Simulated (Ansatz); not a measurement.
# In2As3: the cost of one run

Computed with Ansatz 0.2.0 (DFT PBE, scalar-relativistic, plane waves, PAW, unless a step's input says otherwise).

## Step 1: Starting point

The structure is cubic, space group Pm-3m (No. 221). Conventional cell: a = 4.219 Å, b = 4.219 Å, c = 4.219 Å, α = 90.00°, β = 90.00°, γ = 90.00°. In (site symmetry m-3m) is surrounded by 6 As at 2.11 Å. In (site symmetry m-3m) has 12 As at 2.98 Å as nearest neighbours. As (site symmetry 4/mmm) is surrounded by 6 In at 2.11 to 2.98 Å.

Coordinates:

```
CELL_PARAMETERS angstrom
4.21948 0.00000 0.00000
0.00000 4.21948 0.00000
0.00000 0.00000 4.21948
ATOMIC_POSITIONS crystal
In 0.50000 0.50000 0.50000
In 0.00000 0.00000 0.00000
As 0.00000 0.50000 0.50000
As 0.50000 0.00000 0.50000
As 0.50000 0.50000 0.00000
```

A structure generator made this guess: random cell by space group and Wyckoff sites (Pm-3m, No. 221). Lengths come from tabulated atomic sizes and are only a guess.

## Step 2: Probe: one point on a coarse mesh

The input, input.yaml:

```yaml
crystal:
  lattice:
    - [4.21947684, 0.0, 0.0]
    - [0.0, 4.21947684, 0.0]
    - [0.0, 0.0, 4.21947684]
  atoms:
    - { symbol: In, position: [0.5, 0.5, 0.5] }
    - { symbol: In, position: [0.0, 0.0, 0.0] }
    - { symbol: As, position: [0.0, 0.5, 0.5] }
    - { symbol: As, position: [0.5, 0.0, 0.5] }
    - { symbol: As, position: [0.5, 0.5, 0.0] }
basis:
  ecutwfc: 420
kpoints:
  mp_grid: { grid: [4, 4, 4] }
hamiltonian:
  xc: pbe
scf:
  occupations: { method: gaussian, width: 0.1 }
  lower_state_search: "off"
output:
  forces: true
  stress: true
  eigenvalues: true
```

Started as:

```bash
$ ansatz run input.yaml --threads 1 --pin off --max-ram 2560MiB --backend cpu --events-out ev --progress --plain --runs-dir out
```

Q: Estimate wall time and peak memory on 1 thread of Intel Xeon 6975P-C (Granite Rapids), shared host.

About 1.6 s, with a peak of 0.41 GiB.
